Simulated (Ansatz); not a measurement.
Runs of Ansatz 0.2.0 on TlMoS2. Symmetry: R-3m, No. 166, trigonal system. Conventional cell: a = 3.874 Å, b = 3.874 Å, c = 21.097 Å, α = 90.00°, β = 90.00°, γ = 120.00°. Around Tl (site symmetry -3m) lie 6 S at 3.08 Å. Mo (site symmetry -3m) has 6 S at 2.64 Å as nearest neighbours. S (site symmetry 3m) is surrounded by 3 Mo at 2.64 Å. The cell comes from a database or a generator and needn't be the stable form of this composition.

```csv
level,spin,U,fixed moment (μB),gap on the mesh (eV),pressure (GPa),moment (μB),largest force (eV/Å)
PBEsol+U,"collinear, program default start",Mo d U = 2 eV,0,-,(b),0.00,1.31
PBEsol+U,"collinear, ferromagnetic start",Mo d U = 8 eV,-,0.05,-1.4,3.00,0.62
PBEsol+U,"collinear, ferromagnetic start",Mo d U = 2 eV,-,0.54,(a),3.00,1.26
PBEsol+U,"collinear, program default start",Mo d U = 8 eV,-,0.05,-1.4,3.00,0.62
LDA+U,"collinear, ferromagnetic start",Mo d U = 3 eV,3,-,-7.3,3.00,1.23
```

Alike in all rows: task single point; potentials or basis Ansatz PAW; cell as given; k mesh 6 × 6 × 6; cutoff (eV) 420; smearing gaussian 0.05 eV.

Question: Fill in the values left out.

Answer: (a) -5.6; (b) -9.0.

Caveats: the magnetic or orbital state may not be the lowest; the PAW data sets come from PBE, with cores solved anew for the run's functional, which leaves a small shift of forces and pressure; forces of over 1 eV/Å show positions far from the minimum, so gaps and moduli don't describe the material at rest (some runs); spin-orbit coupling is left out, which as a rule narrows the gap of such compounds by several tenths of an eV (some runs); the total moment is fixed, so each spin has its own Fermi level (some runs); the thresholds are loose for stress (some runs).

A k mesh can miss the band edges, and the runs leave out spin-orbit coupling on Mo, Tl.
